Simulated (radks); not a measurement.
# Valence configurations of Re⁺

The task here is to estimate one member of a computed series from the others.

Method: scalar-relativistic Kohn-Sham, BLYP, spin-polarised, spherical densities, finite nucleus; open shells are filled with parallel spins first. Code: radks (a radial shooting solver on a logarithmic mesh, Libxc functionals) version 1.

## Starting point

| Property | Result |
| --- | --- |
| element | rhenium (Z = 75) |
| charge | +1 |
| electrons | 74 |
| configuration | [Xe] 4f14 5d5 6s1 |
| nuclear rms radius | 5.3698 fm |
| others tried | 4f13 5d6 6s1; 4f14 5d6; 4f14 5d5 6p1; 4f14 5d5.5 6p0.5; 4f14 5d4 6s2; 4f13 5d5 6s1 6p1; 4f13 5d5.5 6p1.5; 4f13 5d5 6s0.5 6p1.5; 4f13 5d5 6s2 |

The outer shells:

Re⁺
```
[Xe] core
4f [↑↓][↑↓][↑↓][↑↓][↑↓][↑↓][↑↓]
5d [↑ ][↑ ][↑ ][↑ ][↑ ]
6s [↑ ]
```

The first run:

Input:

```text
Z 75
configuration [Xe] 4f14 5d5 6s1
relativity scalar-relativistic
functional b88,lyp
spin polarised
nucleus finite rms 5.3698 fm
c 137.035999084
```

Among the steps run: [Xe] 4f14 5d5 6s1.

One of the session's tables, all rows but one given; the rest of the session is left out.

It belongs to the step «[Xe] 4f14 5d5 6s1». Radial moments (bohr):

| level | <r> | outermost maximum (interpolated) | 90 % within | nodes |
| --- | --- | --- | --- | --- |
| 5s down | 1.032 | 0.935 | 1.48 | 4 |
| 5p up | 1.213 | 1.06 | 1.77 | 3 |
| 5p down | 1.203 | 1.06 | 1.76 | 3 |
| 4f up | 0.5827 | 0.417 | 0.960 | 0 |
| 4f down | 0.5786 | 0.417 | 0.950 | 0 |
| 5d up | 1.842 | 1.42 | 2.88 | 2 |
| 6s up | ? | ? | ? | ? |
| 5d down | 1.893 | 1.41 | 3.01 | 2 |

**Question.** Estimate the row for 6s up.

**Answer.** <r>: 2.810; outermost maximum (interpolated): 2.45; 90 % within: 4.09; nodes: 5. In the column «<r>» it is the highest.
